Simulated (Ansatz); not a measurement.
# V (hcp type): the cost of one run

Program: Ansatz 0.2.0. Level of theory: DFT LDA, with the methods named in each step. These are calculated values, not measurements.

This is V in the hcp structure; at room conditions it is bcc.

### Step 1. The structure to begin with

Symmetry: P6_3/mmc, No. 194, hexagonal system. The conventional cell has a = 2.538 Å, b = 2.538 Å, c = 4.625 Å, α = 90.00°, β = 90.00°, γ = 120.00°. Around V (site symmetry -6m2) lie 12 V at 2.54 to 2.74 Å.

As a file:

```cif
data_structure
_symmetry_space_group_name_H-M 'P 1'
_symmetry_Int_Tables_number 1
_cell_length_a 2.5377
_cell_length_b 2.5377
_cell_length_c 4.6253
_cell_angle_alpha 90.000
_cell_angle_beta 90.000
_cell_angle_gamma 120.000
_cell_volume 25.80
loop_
_atom_site_label
_atom_site_type_symbol
_atom_site_fract_x
_atom_site_fract_y
_atom_site_fract_z
_atom_site_occupancy
V1 V 0.33333 0.66667 0.25000 1
V2 V 0.66667 0.33333 0.75000 1
```

Whether this phase is the stable one at these pressures isn't tested.

Atoms are numbered in the order of the input: V1, V2.

### Step 2. The reference volume, LAPW

File input.yaml:

```yaml
crystal:
  lattice:
    - [2.537659791, 0.0, 0.0]
    - [-1.2688298955, 2.1976778452, 0.0]
    - [0.0, 0.0, 4.6253245015]
  atoms:
    - { symbol: V, position: [0.3333333333, 0.6666666667, 0.25] }
    - { symbol: V, position: [0.6666666667, 0.3333333333, 0.75] }
kpoints:
  mp_grid: { grid: [18, 18, 10] }
  band_path:
    path:
      - [0.0, 0.0, 0.0]
      - [0.5, 0.0, 0.0]
      - [0.3333333333, 0.3333333333, 0.0]
      - [0.0, 0.0, 0.0]
      - [0.0, 0.0, 0.5]
      - [0.5, 0.0, 0.5]
      - [0.3333333333, 0.3333333333, 0.5]
      - [0.0, 0.0, 0.5]
      - [0.5, 0.0, 0.5]
    npoints: 14
scf:
  occupations: { method: fermi_dirac, width: 0.08 }
hamiltonian:
  xc: lda
  pseudopotentials: { kind: all_electron, lapw: { basis_error: 0.001 } }
output:
  forces: true
  stress: true
  eigenvalues: true
  populations: true
  dos: { projected: true, de: 0.2, e_range: [-14, 8] }
```

The run is started by

```sh
$ ansatz run input.yaml --threads 1 --pin off --max-ram 2048MiB --backend cpu --events-out ev --progress --plain --runs-dir out
```

**Question.** How long does this run take on 1 thread of Intel Xeon 6975P-C (Granite Rapids), shared host, and how much memory does it need?

About 17 s, with a peak of 0.54 GiB.
